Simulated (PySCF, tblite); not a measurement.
# C₃H₁₀BrFSi₂: geometry, infrared bands and NMR shifts

What infrared bands and NMR shifts should C₃H₁₀BrFSi₂ (`C[Si@@H](F)C[C@@H]([SiH3])Br`) show?

The runs use tblite 0.8.0 and PySCF 2.14.0, with density-fitted response routines of our own; the level of theory stands in each step. All values are computed, except where a source is named. Atoms are numbered from 0 throughout.

## Step 1: The starting structure

17 atoms, charge 0, multiplicity 1; geometry from: force field or distance geometry start.

Bonds of the start (Å): C0–Si1 1.88, Si1–F2 1.67, Si1–C3 1.86, C3–C4 1.51, C4–Si5 1.87, C4–Br6 1.95, C0–H7 1.11, C0–H8 1.11, C0–H9 1.11, Si1–H10 1.46, C3–H11 1.11, C3–H12 1.12, C4–H13 1.09, Si5–H14 1.45, Si5–H15 1.46, Si5–H16 1.47.

## Step 2: Geometry optimisation with GFN2-xTB

Job settings and geometry (Å):

```
{"job": {"kind": "relax", "xc": "GFN2-xTB", "basis": "xTB"}, "charge": 0, "multiplicity": 1}
C     -2.796400    -0.208700     0.410300
Si    -1.390800     0.982400     0.039400
F     -1.199900     2.048500     1.313600
C      0.188000     0.050700    -0.298000
C      1.173400     0.083400     0.843700
Si     2.650200    -0.907800     0.272600
Br     1.852100     1.882400     1.172300
H     -2.432500    -1.260700     0.384200
H     -3.152700     0.004900     1.441500
H     -3.603600    -0.055400    -0.341000
H     -1.792500     1.735000    -1.142400
H      0.680800     0.472400    -1.200800
H     -0.101300    -0.997700    -0.548900
H      0.823400    -0.325100     1.789300
H      2.219500    -1.889000    -0.702200
H      3.665700     0.011200    -0.231300
H      3.209600    -1.614400     1.437200
```

Run with:

```console
$ OMP_NUM_THREADS=1 python probes_run.py task.json out
```

One launch serves the whole session: the jobs run in the order shown.

**Question.** This job is followed by: GFN2-xTB harmonic vibrations, gas phase; GIAO PBE0/pcSseg-1 NMR shielding, non-relativistic, gas phase. What will the session give for the following? strongest single infrared mode (GFN2-xTB); zero-point energy (GFN2-xTB); ¹³C shifts against TMS (PBE0/pcSseg-1); ¹H shifts against TMS (PBE0/pcSseg-1, means over atoms taken as alike); ²⁹Si shifts against TMS (PBE0/pcSseg-1); ¹⁹F shifts against CFCl3 (PBE0/pcSseg-1); ⁷⁹Br shifts against HBr (PBE0/pcSseg-1).

The runs gave:

| quantity | value |
| --- | --- |
| strongest single infrared mode (GFN2-xTB) | 2269 cm⁻¹, 308 km/mol |
| zero-point energy (GFN2-xTB) | 73.4 kcal/mol |
| ¹³C shifts against TMS (PBE0/pcSseg-1) | 40.6, 29.8, -1.2 ppm |
| ¹H shifts against TMS (PBE0/pcSseg-1, means over atoms taken as alike) | 5.75, 4.12, 3.98, 1.42, 1.17, 0.31 ppm |
| ²⁹Si shifts against TMS (PBE0/pcSseg-1) | 18.6, -53.1 ppm |
| ¹⁹F shifts against CFCl3 (PBE0/pcSseg-1) | -214.9 ppm |
| ⁷⁹Br shifts against HBr (PBE0/pcSseg-1) | 411 ppm |

What this shows: Over 195 steps the energy fell by 0.650 eV; of the close pairs, Si1–F2 changed most, 1.672 to 1.623 Å. All 45 modes are real, so the xTB geometry is a minimum. The strongest single mode, at 2269 cm⁻¹, moves mainly H14. GFN2-xTB is a fitted tight-binding method: band positions and strengths are rough. Its intensities can rank the bands wrongly. C4 stands next to heavy halogen, whose spin-orbit shielding this run leaves out, so the computed shift lies too far downfield, most of all for carbon beside Br or I. At PBE0/pcSseg-1: The largest span, 1275 ppm, is at Br6, where the paramagnetic term is -914 ppm. Spin-orbit coupling is left out, which matters for shieldings and couplings at and beside the heavy atoms.
